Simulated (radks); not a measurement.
**Nuclear size and the levels of Te³⁺**

Aim: how the total energy, the levels and the density at the nucleus of Te³⁺ respond when the nuclear radius is scaled.

Method: Dirac Kohn-Sham, LDA (Slater exchange, Perdew-Wang correlation), spin-unpolarised, spherical densities, finite nucleus; open shells are shared between the two j in proportion to 2j + 1. Code: radks (a radial shooting solver on a logarithmic mesh, Libxc functionals) version 1.

## Step 1: Starting point

* element: tellurium (Z = 52)
* charge: +3
* electrons: 49
* configuration: [Kr] 4d10 5s2 5p1
* nuclear rms radius: 4.7423 fm

The outer shells:

Te³⁺
```
[Kr] core
4d [↑↓][↑↓][↑↓][↑↓][↑↓]
5s [↑↓]
5p [↑ ][  ][  ]
```

## Step 2: rms radius 4.7423 fm

The run's settings:

```text
Z 52
configuration [Kr] 4d10 5s2 5p1 6s0 4f0
relativity Dirac
functional lda,pw
spin unpolarised
j_filling average
nucleus finite rms 4.7423 fm
c 137.035999084
```

## Step 3: rms radius 3.9219 fm

Input: that of step 2 with these lines changed.

```diff
@@ -6,3 +6,3 @@
 j_filling average
-nucleus finite rms 4.7423 fm
+nucleus finite rms 3.9219 fm
 c 137.035999084
```

## Step 4: rms radius 4.4246 fm

Input: that of step 3 with these lines changed.

```diff
@@ -6,3 +6,3 @@
 j_filling average
-nucleus finite rms 3.9219 fm
+nucleus finite rms 4.4246 fm
 c 137.035999084
```

## Step 5: rms radius 4.9462 fm

Input: that of step 4 with these lines changed.

```diff
@@ -6,3 +6,3 @@
 j_filling average
-nucleus finite rms 4.4246 fm
+nucleus finite rms 4.9462 fm
 c 137.035999084
```

## Step 6: rms radius 5.4821 fm

Input: that of step 5 with these lines changed.

```diff
@@ -6,3 +6,3 @@
 j_filling average
-nucleus finite rms 4.9462 fm
+nucleus finite rms 5.4821 fm
 c 137.035999084
```

What does the calculation give? Wanted: for each run, rms radius; total energy shift; density at nucleus; 1s1/2 shift; 2s1/2 shift; 5s1/2 shift; 5p1/2 shift; 6s1/2 shift.

**Answer**, as computed:

| rms radius (fm) | total energy shift (eV) | density at nucleus (e/bohr³) | 1s1/2 shift (meV) | 2s1/2 shift (meV) | 5s1/2 shift (meV) | 5p1/2 shift (meV) | 6s1/2 shift (meV) |
| --- | --- | --- | --- | --- | --- | --- | --- |
| 3.9219 | -1.68 | 2.343e+05 | -703 | -81.7 | -0.435 | 0.0860 | -0.112 |
| 4.4246 | -0.681 | 2.297e+05 | -285 | -33.2 | -0.176 | 0.0349 | -0.0453 |
| 4.7423 | 0 | 2.27e+05 | 0 | 0 | 0 | 0 | 0 |
| 4.9462 | 0.458 | 2.255e+05 | 192 | 22.3 | 0.119 | -0.0235 | 0.0305 |
| 5.4821 | 1.74 | 2.216e+05 | 728 | 84.6 | 0.450 | -0.0891 | 0.116 |

Shifts are against the first run. Over the range the 1s1/2 level moves by 1.43 eV and the 6s1/2 level by 0.227 meV. A larger nucleus binds the 1s electrons less and lowers the density at its centre. These are shifts of eigenvalues, not the field shifts of spectral lines.
